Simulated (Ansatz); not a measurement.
# CuI2 (CdI2 type): a single-point run

The task is a single-point run on CuI2 (CdI2 type). The structure is shown as the input types it.

Method: DFT PBE, scalar-relativistic, plane waves, PAW, in Ansatz 0.2.0.

3 further runs of the same task are left out: 2 that didn't finish, 1 set aside as unsound or not needed. Runs told in other sessions of the task aren't counted.

## (1) The structure to begin with

The structure is trigonal, space group P-3m1 (No. 164). Conventional cell: a = 3.151 Å, b = 3.151 Å, c = 6.111 Å, α = 90.00°, β = 90.00°, γ = 120.00°. Around Cu (site symmetry -3m) lie 6 I at 2.23 Å. Around I (site symmetry 3m) lie 3 Cu at 2.23 Å.

Coordinates:

```cif
data_structure
_symmetry_space_group_name_H-M 'P 1'
_symmetry_Int_Tables_number 1
_cell_length_a 3.1505
_cell_length_b 3.1505
_cell_length_c 6.1112
_cell_angle_alpha 90.000
_cell_angle_beta 90.000
_cell_angle_gamma 120.000
_cell_volume 52.53
loop_
_atom_site_label
_atom_site_type_symbol
_atom_site_fract_x
_atom_site_fract_y
_atom_site_fract_z
_atom_site_occupancy
Cu1 Cu 0.00000 0.00000 0.00000 1
I1 I 0.33333 0.66667 0.20972 1
I2 I 0.66667 0.33333 0.79028 1
```

## (2) Input and run

File input.yaml:

```yaml
crystal:
  lattice:
    - [3.15054996, 0.0, 0.0]
    - [-1.57527498, 2.7284563, 0.0]
    - [0.0, 0.0, 6.111192]
  atoms:
    - { symbol: Cu, position: [0.0, 0.0, 0.0], spin: 1.0 }
    - { symbol: I, position: [0.3333333333333, 0.6666666666667, 0.2097196765] }
    - { symbol: I, position: [0.6666666666667, 0.3333333333333, 0.7902803235] }
basis:
  ecutwfc: 420
  ecutrho_ratio: 4
kpoints:
  mp_grid: { grid: [10, 10, 6] }
hamiltonian:
  xc: pbe
scf:
  occupations: { method: gaussian, width: 0.05 }
  max_iter: 50
output:
  forces: true
  stress: true
magnetization:
  spin_polarized: true
```

On the command line:

```bash
$ ansatz run input.yaml --threads 2 --pin off --max-ram 2662MiB --backend cpu --events-out ev --progress --plain --runs-dir out
```

**Question.** How will this run end, and is anything wrong with its input?

The run converged and reported no error, with warnings (seeded moment not kept). It gives a pressure of 106 GPa and a largest force of 11.9 eV/Å, which is large; a structure far from rest gives such values too, whatever the setting.

The structure is squeezed far below its natural size. The shortest distance in the input is 2.23 Å, between atoms 1 (Cu) and 2 (I).

Fix: use the intended lattice or bond lengths.
